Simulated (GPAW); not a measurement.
# NbTe: equation of state with r2SCAN

NbTe:

```
CELL_PARAMETERS angstrom
3.70297 0.00000 0.00000
-1.85149 3.20687 0.00000
0.00000 0.00000 3.69421
ATOMIC_POSITIONS crystal
Te 0.66667 0.33333 0.00000
Nb 0.00000 0.00000 0.50000
```

The cell comes from a database or a generator and needn't be the stable form of this composition.

| Item | Value |
| --- | --- |
| Program | GPAW 26.7.0 |
| Task | equation of state |
| Functional | r2SCAN |
| Potentials or basis | GPAW PAW data sets (gpaw-data 1.2.1) |
| Cutoff | 600 eV |
| Basis | pw |
| k mesh | 7 × 7 × 6 |
| Occupations | fermi-dirac, width 0.05 eV |
| Spin | no spin polarisation |

```json
{
 "Equilibrium volume": "21.58 Å³/atom (rough: see the caveat)",
 "Bulk modulus at fixed shape and positions": "128 GPa (rough)"
}
```

Energy against volume, from the lowest point:
| volume (Å³/atom) | energy (meV/atom) |
| --- | --- |
| 20.618 | 18.52 |
| 21.057 | 5.18 |
| 21.496 | 0.00 |
| 21.934 | 2.15 |
| 22.373 | 10.64 |
| 22.812 | 25.15 |
| 23.250 | 44.84 |

It took 8 min on 1 thread of Arm Neoverse V1, on a shared host, peak memory 1.1 GiB.

Caveat: the points scatter about the fit; the cell was scaled at fixed shape and fractional positions, which overstates the stiffness of a crystal with free parameters, most of all of layers and chains; the PAW data sets were made with another functional, which shifts forces and pressure a little. The run has no spin-orbit coupling, so splittings on Te are missing.
